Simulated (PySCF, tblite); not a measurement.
# C₃H₄F₂Se: a rotation path, then NMR shifts on frames

Aim: move C₃H₄F₂Se (`FC(F)CC=[Se]`) away from its starting geometry and see how NMR shifts follow the geometry.

The runs use tblite 0.8.0 and PySCF 2.14.0, with density-fitted response routines of our own; the level of theory stands in each step. All values are computed, except where a source is named. Atoms count from 0, in the outputs and in this text.

**1. Starting geometry**

10 atoms, charge 0, multiplicity 1; geometry from: GFN2-xTB.

Bonds of the start (Å): F0–C1 1.35, C1–F2 1.35, C1–C3 1.53, C3–C4 1.49, C4–Se5 1.75, C1–H6 1.10, C3–H7 1.10, C3–H8 1.09, C4–H9 1.09.

**2. A band between two rotamers with GFN2-xTB**

The job: settings as JSON, then the geometry in Å.

```
{"job": {"kind": "neb", "xc": "GFN2-xTB", "basis": "xTB", "atoms": [2, 1, 3, 4], "turn": 120}, "charge": 0, "multiplicity": 1}
F     -1.324615     1.290613    -0.606237
C     -1.134600    -0.000682    -0.247275
F     -2.206478    -0.349957     0.500136
C      0.148682    -0.155149     0.567044
C      1.347073     0.181271    -0.245239
Se     2.722906    -0.871461    -0.479685
H     -1.145857    -0.611018    -1.163471
H      0.076161     0.535302     1.415389
H      0.196577    -1.177204     0.946064
H      1.329034     1.162939    -0.709254
```

Method: GFN2-xTB climbing-image nudged elastic band, gas phase.

On the command line:

```bash
$ OMP_NUM_THREADS=1 python probes_run.py task.json out
```

This one command runs all jobs of the session in turn.

Standard output:

```text
image   E - E0 / eV
  0       0.0000
  1       0.0146
  2       0.0535
  3       0.0936
  4       0.1130
  5       0.1016
  6       0.0677
  7       0.0318
  8       0.0165
```

Wall time 1.2 s (1 thread of Intel Xeon 6975P-C, shared host); peak memory 0.18 GiB.

The final band, with the dihedral F2–C1–C3–C4:

```csv
image,dihedral (°),energy (eV),energy (kcal/mol)
0,178,0.000,0.0
1,195,0.015,0.3
2,210,0.054,1.2
3,225,0.094,2.2
4,240,0.113,2.6
5,255,0.102,2.3
6,270,0.068,1.6
7,285,0.032,0.7
8,298,0.016,0.4
```

**3. Shielding tensors: image 0, PBE0/pcSseg-1**

The job: settings as JSON, then the geometry in Å.

```
{"job": {"kind": "nmr", "xc": "PBE0", "basis": "pcSseg-1", "pop": false}, "charge": 0, "multiplicity": 1}
F     -1.324600     1.290600    -0.606200
C     -1.134600    -0.000700    -0.247300
F     -2.206500    -0.350000     0.500100
C      0.148700    -0.155100     0.567000
C      1.347100     0.181300    -0.245200
Se     2.722900    -0.871500    -0.479700
H     -1.145900    -0.611000    -1.163500
H      0.076200     0.535300     1.415400
H      0.196600    -1.177200     0.946100
H      1.329000     1.162900    -0.709300
```

Method: GIAO PBE0/pcSseg-1 NMR shielding, non-relativistic, gas phase.

Standard output:

```text
coarse grid: 43360 points
cycle   1  E = -2716.9489378734  dE = -2.520e-01  |g| = 9.180e-01  |ddm| = 2.938e+00
cycle   2  E = -2716.8544731783  dE =  9.446e-02  |g| = 1.063e+00  |ddm| = 1.053e+00
cycle   3  E = -2717.0210426199  dE = -1.666e-01  |g| = 2.885e-01  |ddm| = 8.207e-01
cycle   4  E = -2717.0334406990  dE = -1.240e-02  |g| = 1.381e-01  |ddm| = 3.326e-01
cycle   5  E = -2717.0381742644  dE = -4.734e-03  |g| = 2.920e-02  |ddm| = 1.541e-01
cycle   6  E = -2717.0383927004  dE = -2.184e-04  |g| = 4.146e-03  |ddm| = 2.738e-02
cycle   7  E = -2717.0383961782  dE = -3.478e-06  |g| = 1.319e-03  |ddm| = 4.092e-03
final grid: 91400 points
cycle   8  E = -2717.0384077746  dE =  8.773e-07  |g| = 2.198e-03  |ddm| = 4.000e-03
cycle   9  E = -2717.0384028915  dE =  4.883e-06  |g| = 4.726e-03  |ddm| = 6.818e-03
cycle  10  E = -2717.0384091018  dE = -6.210e-06  |g| = 4.990e-04  |ddm| = 4.723e-03
cycle  11  E = -2717.0384091596  dE = -5.782e-08  |g| = 4.654e-05  |ddm| = 3.937e-04
cycle  12  E = -2717.0384091602  dE = -5.416e-10  |g| = 1.009e-05  |ddm| = 4.515e-05
converged SCF energy = -2717.0384091602

GIAO shielding tensors (ppm)
atom      isotropic    diamagn.    paramagn.     s11        s22        s33       span
  0 F      306.465     473.398    -166.934    223.802    328.725    366.867    143.065
  1 C       64.848     240.108    -175.260     46.824     64.649     83.070     36.246
  2 F      303.437     471.037    -167.599    196.496    324.486    389.330    192.833
  3 C      119.512     249.872    -130.360     90.053    117.848    150.635     60.582
  4 C     -103.821     256.106    -359.927   -307.252   -161.149    156.936    464.188
  5 Se   -1180.045    2997.350   -4177.395  -4983.509   -496.943   1940.317   6923.826
  6 H       25.649      28.222      -2.573     24.026     24.574     28.349      4.323
  7 H       27.535      29.208      -1.673     25.773     27.305     29.525      3.752
  8 H       27.750      29.972      -2.222     24.407     28.099     30.743      6.337
  9 H       19.357      29.605     -10.248     11.074     19.647     27.351     16.277
```

Wall time 13 s (1 thread of Intel Xeon 6975P-C, shared host); peak memory 0.67 GiB.

The references, computed at this level on geometries of the same kind, shield at (ppm): 1H TMS 31.72, 13C TMS 186.9, 19F CFCl3 170.9, 77Se Me2Se 1758. Their shielding less the atom's gives the shift. The references are single molecules in the gas phase, so shifts against H2O, NH3, PH3, H3PO4 or CFCl3 are not on the usual liquid scales and can be off by tens of ppm. Each atom is listed at this fixed geometry, with no averaging over motion; a spectrum would average atoms that exchange fast.

```csv
atoms,environment,σ (ppm),δ (ppm)
C4,carbon double-bonded to a heavier main-group atom,-103.8,290.7
C1,sp3 CH bonded to 2 F,64.8,122.1
C3,sp3 CH2,119.5,67.4
H9,hydrogen on a carbon double-bonded to a heavier main-group atom,19.36,12.36
H6,hydrogen on an sp3 CH bonded to 2 F,25.65,6.07
H7,hydrogen on an sp3 CH2,27.53,4.18
H8,hydrogen on an sp3 CH2,27.75,3.97
F2,fluorine of a CF2 group,303.4,-132.5
F0,fluorine of a CF2 group,306.5,-135.5
Se5,selenium bonded to C,-1180,2938
```

The fields below are evaluated on a grid from the run's orbitals.

Frontier orbitals at PBE0/pcSseg-1, with the share of their density that lies nearest to each atom:

```csv
orbital,energy (eV),lies on
HOMO,-6.58,Se5 86 %
LUMO,-2.85,Se5 45 %; C4 39 %; H9 7 %
```

ELF in a plane through or near 4 of the atoms.

Values, 10 rows by 14 columns:
```
0.00 0.00 0.00 0.00 0.00 0.00 0.00 0.00 0.00 0.00 0.00 0.00 0.00 0.00
0.00 0.00 0.00 0.00 0.00 0.00 0.00 0.00 0.00 0.00 0.00 0.00 0.00 0.00
0.00 0.00 0.11 0.49 0.31 0.01 0.94 0.95 0.01 0.01 0.01 0.00 0.00 0.00
0.00 0.04 0.47 0.81 0.70 0.03 0.99 0.99 0.02 0.65 0.55 0.08 0.00 0.00
0.00 0.20 0.69 0.32 0.56 0.41 0.63 0.47 0.47 0.75 0.84 0.36 0.00 0.00
0.01 0.49 0.87 0.38 0.74 0.42 0.87 0.77 0.49 0.51 0.65 0.27 0.00 0.00
0.00 0.38 0.86 0.73 0.24 0.86 0.51 0.04 0.70 0.67 0.05 0.00 0.00 0.00
0.00 0.00 0.20 0.10 0.04 0.86 0.39 0.08 0.78 0.77 0.21 0.00 0.00 0.00
0.00 0.00 0.00 0.00 0.00 0.02 0.00 0.00 0.09 0.07 0.00 0.00 0.00 0.00
0.00 0.00 0.00 0.00 0.00 0.00 0.00 0.00 0.00 0.00 0.00 0.00 0.00 0.00
```
The map spans 10.8 Å across and 8.2 Å up, centred on the molecule. Atoms in the plane (x, y in Å): C1 (1.1, -0.2), F2 (2.2, 0.6), C4 (-1.3, -0.3), H8 (-0.2, 1.5).

On the surface of density 0.002 e/bohr³ the electrostatic potential runs, from the 1st to the 99th percentile, from -0.73 V near Se5 to 1.34 V near H6.

**4. Nuclear shieldings: image 2, PBE0/pcSseg-1**

The job: settings as JSON, then the geometry in Å.

```
{"job": {"kind": "nmr", "xc": "PBE0", "basis": "pcSseg-1", "pop": false}, "charge": 0, "multiplicity": 1}
F     -1.092900     1.112700    -0.985000
C     -1.145800    -0.022300    -0.250700
F     -2.192800     0.132100     0.592700
C      0.147300    -0.251200     0.539900
C      1.337400     0.261200    -0.188300
Se     2.779000    -0.659900    -0.544100
H     -1.386800    -0.846900    -0.937000
H      0.049000     0.294800     1.485400
H      0.245300    -1.313600     0.764200
H      1.269100     1.297900    -0.499600
```

Method: GIAO PBE0/pcSseg-1 NMR shielding, non-relativistic, gas phase.

Standard output:

```text
coarse grid: 43360 points
cycle   1  E = -2716.9462143913  dE = -2.487e-01  |g| = 9.182e-01  |ddm| = 2.940e+00
cycle   2  E = -2716.8536076165  dE =  9.261e-02  |g| = 1.060e+00  |ddm| = 1.043e+00
cycle   3  E = -2717.0194989998  dE = -1.659e-01  |g| = 2.826e-01  |ddm| = 8.015e-01
cycle   4  E = -2717.0310988394  dE = -1.160e-02  |g| = 1.365e-01  |ddm| = 3.228e-01
cycle   5  E = -2717.0357004535  dE = -4.602e-03  |g| = 2.957e-02  |ddm| = 1.528e-01
cycle   6  E = -2717.0359259731  dE = -2.255e-04  |g| = 4.153e-03  |ddm| = 2.799e-02
cycle   7  E = -2717.0359294964  dE = -3.523e-06  |g| = 1.310e-03  |ddm| = 4.143e-03
final grid: 91400 points
cycle   8  E = -2717.0359164226  dE =  8.752e-07  |g| = 2.199e-03  |ddm| = 3.799e-03
cycle   9  E = -2717.0359115697  dE =  4.853e-06  |g| = 4.716e-03  |ddm| = 6.791e-03
cycle  10  E = -2717.0359177483  dE = -6.179e-06  |g| = 4.993e-04  |ddm| = 4.703e-03
cycle  11  E = -2717.0359178061  dE = -5.785e-08  |g| = 4.731e-05  |ddm| = 3.977e-04
cycle  12  E = -2717.0359178067  dE = -5.630e-10  |g| = 1.065e-05  |ddm| = 4.533e-05
converged SCF energy = -2717.0359178067

GIAO shielding tensors (ppm)
atom      isotropic    diamagn.    paramagn.     s11        s22        s33       span
  0 F      309.783     473.450    -163.667    209.850    321.343    398.157    188.306
  1 C       65.879     238.690    -172.811     49.065     65.833     82.738     33.672
  2 F      295.216     471.312    -176.096    208.136    323.883    353.628    145.492
  3 C      121.058     250.757    -129.699     88.009    121.327    153.838     65.829
  4 C     -103.312     255.659    -358.971   -305.404   -161.372    156.839    462.242
  5 Se   -1126.356    2997.360   -4123.716  -4871.596   -457.200   1949.729   6821.325
  6 H       25.574      27.809      -2.235     23.630     24.193     28.900      5.270
  7 H       27.543      29.390      -1.847     25.410     27.526     29.692      4.282
  8 H       27.694      29.937      -2.243     24.952     28.007     30.123      5.171
  9 H       19.387      29.708     -10.321     10.827     19.441     27.894     17.067
```

Run time: 9.4 s. Hardware: 1 thread of Intel Xeon 6975P-C, shared host; peak memory 0.84 GiB.

In short: δ C4 290.2, C1 121.0, C3 65.9, F2 -124.3, H9 12.33, H6 6.14 ppm.

**5. Nuclear shieldings: image 4, PBE0/pcSseg-1**

The job: settings as JSON, then the geometry in Å.

```
{"job": {"kind": "nmr", "xc": "PBE0", "basis": "pcSseg-1", "pop": false}, "charge": 0, "multiplicity": 1}
F     -0.961100     0.804800    -1.294900
C     -1.154800    -0.035000    -0.252300
F     -2.050900     0.582900     0.553900
C      0.149600    -0.331500     0.508300
C      1.323300     0.338300    -0.114100
Se     2.795500    -0.468100    -0.597000
H     -1.636400    -0.939100    -0.651900
H      0.021100     0.054800     1.525800
H      0.307500    -1.408200     0.570900
H      1.215100     1.405700    -0.271400
```

Method: GIAO PBE0/pcSseg-1 NMR shielding, non-relativistic, gas phase.

Standard output:

```text
coarse grid: 43360 points
cycle   1  E = -2716.9411358671  dE = -2.501e-01  |g| = 9.213e-01  |ddm| = 2.937e+00
cycle   2  E = -2716.8484017594  dE =  9.273e-02  |g| = 1.065e+00  |ddm| = 1.058e+00
cycle   3  E = -2717.0163638235  dE = -1.680e-01  |g| = 2.783e-01  |ddm| = 8.057e-01
cycle   4  E = -2717.0273354596  dE = -1.097e-02  |g| = 1.362e-01  |ddm| = 3.186e-01
cycle   5  E = -2717.0319035365  dE = -4.568e-03  |g| = 3.024e-02  |ddm| = 1.531e-01
cycle   6  E = -2717.0321392179  dE = -2.357e-04  |g| = 4.181e-03  |ddm| = 2.843e-02
cycle   7  E = -2717.0321428116  dE = -3.594e-06  |g| = 1.316e-03  |ddm| = 4.268e-03
final grid: 91400 points
cycle   8  E = -2717.0321693210  dE =  8.500e-07  |g| = 2.175e-03  |ddm| = 3.878e-03
cycle   9  E = -2717.0321646554  dE =  4.666e-06  |g| = 4.636e-03  |ddm| = 6.706e-03
cycle  10  E = -2717.0321706077  dE = -5.952e-06  |g| = 5.132e-04  |ddm| = 4.652e-03
cycle  11  E = -2717.0321706683  dE = -6.065e-08  |g| = 5.297e-05  |ddm| = 4.131e-04
cycle  12  E = -2717.0321706690  dE = -6.512e-10  |g| = 1.183e-05  |ddm| = 4.778e-05
converged SCF energy = -2717.0321706690

GIAO shielding tensors (ppm)
atom      isotropic    diamagn.    paramagn.     s11        s22        s33       span
  0 F      311.098     473.486    -162.388    205.446    325.618    402.229    196.784
  1 C       66.614     237.249    -170.636     49.842     66.988     83.010     33.168
  2 F      287.113     471.915    -184.802    188.227    327.201    345.911    157.684
  3 C      121.439     251.151    -129.712     90.825    121.004    152.488     61.663
  4 C     -101.613     255.027    -356.640   -304.366   -159.853    159.379    463.745
  5 Se   -1074.403    2997.398   -4071.801  -4715.068   -429.058   1920.916   6635.984
  6 H       25.478      27.530      -2.052     23.135     24.181     29.118      5.984
  7 H       27.507      29.456      -1.948     24.782     28.092     29.648      4.866
  8 H       27.571      30.127      -2.557     24.978     27.653     30.081      5.103
  9 H       19.263      29.556     -10.293     10.742     19.823     27.224     16.482
```

Wall time 9.5 s (1 thread of Intel Xeon 6975P-C, shared host); peak memory 0.78 GiB.

This run: δ C4 288.5, C1 120.3, C3 65.5, F2 -116.2, H9 12.45, H6 6.24 ppm.

**6. Shielding tensors: image 6, PBE0/pcSseg-1**

The job: settings as JSON, then the geometry in Å.

```
{"job": {"kind": "nmr", "xc": "PBE0", "basis": "pcSseg-1", "pop": false}, "charge": 0, "multiplicity": 1}
F     -0.914100     0.414400    -1.502400
C     -1.149500    -0.039400    -0.250200
F     -1.793000     0.963500     0.393900
C      0.150900    -0.404600     0.475100
C      1.293300     0.403800    -0.032500
Se     2.791100    -0.266400    -0.629600
H     -1.847500    -0.885400    -0.334500
H     -0.011100    -0.188400     1.536600
H      0.354200    -1.469600     0.364400
H      1.134600     1.476700    -0.043200
```

Method: GIAO PBE0/pcSseg-1 NMR shielding, non-relativistic, gas phase.

Standard output:

```text
coarse grid: 43360 points
cycle   1  E = -2716.9430941432  dE = -2.470e-01  |g| = 9.217e-01  |ddm| = 2.940e+00
cycle   2  E = -2716.8506920630  dE =  9.240e-02  |g| = 1.064e+00  |ddm| = 1.072e+00
cycle   3  E = -2717.0185712765  dE = -1.679e-01  |g| = 2.788e-01  |ddm| = 8.189e-01
cycle   4  E = -2717.0295536978  dE = -1.098e-02  |g| = 1.370e-01  |ddm| = 3.218e-01
cycle   5  E = -2717.0341746123  dE = -4.621e-03  |g| = 3.044e-02  |ddm| = 1.539e-01
cycle   6  E = -2717.0344120504  dE = -2.374e-04  |g| = 4.206e-03  |ddm| = 2.828e-02
cycle   7  E = -2717.0344156717  dE = -3.621e-06  |g| = 1.341e-03  |ddm| = 4.320e-03
final grid: 91400 points
cycle   8  E = -2717.0344037921  dE =  9.299e-07  |g| = 2.271e-03  |ddm| = 4.037e-03
cycle   9  E = -2717.0343986901  dE =  5.102e-06  |g| = 4.859e-03  |ddm| = 7.034e-03
cycle  10  E = -2717.0344051807  dE = -6.491e-06  |g| = 5.326e-04  |ddm| = 4.876e-03
cycle  11  E = -2717.0344052452  dE = -6.445e-08  |g| = 6.057e-05  |ddm| = 4.303e-04
cycle  12  E = -2717.0344052460  dE = -8.176e-10  |g| = 1.295e-05  |ddm| = 5.258e-05
converged SCF energy = -2717.0344052460

GIAO shielding tensors (ppm)
atom      isotropic    diamagn.    paramagn.     s11        s22        s33       span
  0 F      308.384     473.948    -165.564    213.592    323.231    388.329    174.737
  1 C       66.272     237.522    -171.250     47.330     67.805     83.680     36.351
  2 F      295.957     473.017    -177.061    179.534    326.187    382.149    202.615
  3 C      121.242     250.639    -129.397     96.650    117.943    149.134     52.485
  4 C     -101.489     254.874    -356.364   -306.639   -158.333    160.505    467.144
  5 Se   -1095.838    2997.341   -4093.179  -4726.380   -480.886   1919.754   6646.134
  6 H       25.417      27.483      -2.066     22.832     24.393     29.027      6.196
  7 H       27.639      29.428      -1.789     24.689     28.102     30.126      5.437
  8 H       27.631      30.232      -2.601     24.823     27.981     30.088      5.264
  9 H       19.130      29.353     -10.223     10.574     20.016     26.800     16.226
```

Wall time 9.7 s (1 thread of Intel Xeon 6975P-C, shared host); peak memory 0.76 GiB.

This run: δ C4 288.4, C1 120.7, C3 65.7, F2 -125.0, H9 12.59, H6 6.30 ppm.

**7. Shielding tensors: image 8, PBE0/pcSseg-1**

The job: settings as JSON, then the geometry in Å.

```
{"job": {"kind": "nmr", "xc": "PBE0", "basis": "pcSseg-1", "pop": false}, "charge": 0, "multiplicity": 1}
F     -0.995900     0.004700    -1.594900
C     -1.148000    -0.036700    -0.251900
F     -1.516100     1.209200     0.130000
C      0.153500    -0.455700     0.431100
C      1.271600     0.452900     0.051000
Se     2.788000    -0.073700    -0.636800
H     -1.985400    -0.716900    -0.029700
H     -0.018700    -0.401800     1.510800
H      0.378200    -1.486500     0.153900
H      1.081600     1.509300     0.213900
```

Method: GIAO PBE0/pcSseg-1 NMR shielding, non-relativistic, gas phase.

Standard output:

```text
coarse grid: 43360 points
cycle   1  E = -2716.9463426409  dE = -2.490e-01  |g| = 9.207e-01  |ddm| = 2.941e+00
cycle   2  E = -2716.8533202488  dE =  9.302e-02  |g| = 1.064e+00  |ddm| = 1.073e+00
cycle   3  E = -2717.0212228560  dE = -1.679e-01  |g| = 2.824e-01  |ddm| = 8.243e-01
cycle   4  E = -2717.0326378998  dE = -1.142e-02  |g| = 1.381e-01  |ddm| = 3.262e-01
cycle   5  E = -2717.0373407776  dE = -4.703e-03  |g| = 3.018e-02  |ddm| = 1.541e-01
cycle   6  E = -2717.0375734202  dE = -2.326e-04  |g| = 4.209e-03  |ddm| = 2.787e-02
cycle   7  E = -2717.0375770334  dE = -3.613e-06  |g| = 1.356e-03  |ddm| = 4.264e-03
final grid: 91400 points
cycle   8  E = -2717.0375416963  dE =  9.648e-07  |g| = 2.298e-03  |ddm| = 3.862e-03
cycle   9  E = -2717.0375364137  dE =  5.283e-06  |g| = 4.936e-03  |ddm| = 7.097e-03
cycle  10  E = -2717.0375431224  dE = -6.709e-06  |g| = 5.298e-04  |ddm| = 4.927e-03
cycle  11  E = -2717.0375431869  dE = -6.455e-08  |g| = 5.541e-05  |ddm| = 4.206e-04
cycle  12  E = -2717.0375431876  dE = -7.140e-10  |g| = 1.202e-05  |ddm| = 4.861e-05
converged SCF energy = -2717.0375431876

GIAO shielding tensors (ppm)
atom      isotropic    diamagn.    paramagn.     s11        s22        s33       span
  0 F      301.086     473.798    -172.712    203.898    314.198    385.163    181.265
  1 C       65.052     238.037    -172.984     43.696     68.057     83.404     39.709
  2 F      308.259     473.829    -165.570    199.616    325.133    400.028    200.412
  3 C      121.132     250.229    -129.098     99.310    116.522    147.563     48.254
  4 C     -102.533     254.932    -357.465   -306.863   -162.226    161.491    468.355
  5 Se   -1170.301    2997.243   -4167.544  -4929.605   -526.344   1945.046   6874.651
  6 H       25.282      27.473      -2.191     22.735     24.500     28.610      5.876
  7 H       27.751      29.512      -1.761     25.256     27.455     30.543      5.287
  8 H       27.750      30.071      -2.321     25.142     28.373     29.735      4.593
  9 H       19.038      29.296     -10.258     10.498     19.632     26.985     16.486
```

Run time: 9.6 s. Hardware: 1 thread of Intel Xeon 6975P-C, shared host; peak memory 0.78 GiB.

In short: δ C4 289.5, C1 121.9, C3 65.8, F0 -130.1, H9 12.68, H6 6.44 ppm.

**8. Side by side: NMR shifts**

Shifts (ppm) of some atoms, chosen among heavy atoms and hydrogens apart, with basis size and wall time:

```csv
frame,C4,C3,H9,H6,F2,F0,Se5,functions,time
image 0,290.7,67.4,12.36,6.07,-132.5,-135.5,2938,146,13 s
image 2,290.2,65.9,12.33,6.14,-124.3,-138.8,2885,146,9.4 s
image 4,288.5,65.5,12.45,6.24,-116.2,-140.2,2833,146,9.5 s
image 6,288.4,65.7,12.59,6.30,-125.0,-137.4,2854,146,9.7 s
image 8,289.5,65.8,12.68,6.44,-137.3,-130.1,2929,146,9.6 s
```

**9. Results**

| quantity | value |
| --- | --- |
| barrier | 0.113 eV (2.6 kcal/mol) at image 4 |
| end to end (GFN2-xTB) | 0.016 eV |
| 13C shifts against TMS (PBE0/pcSseg-1, image 0) | 290.7, 122.1, 67.4 ppm |
| 1H shifts against TMS (PBE0/pcSseg-1, image 0) | 12.36, 6.07, 4.18, 3.97 ppm |
| 19F shifts against CFCl3 (PBE0/pcSseg-1, image 0) | -132.5, -135.5 ppm |
| 77Se shifts against Me2Se (PBE0/pcSseg-1, image 0) | 2938 ppm |
| surface potential, 1st and 99th percentile | -0.73 V and 1.34 V |
| range of the shift of Se5 | 2833 to 2938 ppm |

Along the band the dihedral turns by 120°, and the top (dihedral 240°) lies 2.6 kcal/mol above the start (GFN2-xTB, rough), so at room temperature this motion is fast. Ends this close can change order at a higher level. The top was not checked by a frequency run. Shifts at one fixed geometry are not the observed spectrum, which averages over the motion. In the first frame run (image 0): Shielding is most anisotropic at Se5 (span 6924 ppm, paramagnetic term -4177 ppm). At PBE0/pcSseg-1, counted by nearest atom on the grid, the HOMO lies on Se5 86 %, the LUMO on Se5 45 %; C4 39 %. Across the 5 runs the shift of Se5 moves most, between 2833 (image 4) and 2938 ppm (image 0). Spin-orbit coupling is left out, which matters for shieldings and couplings at and beside the heavy atoms.
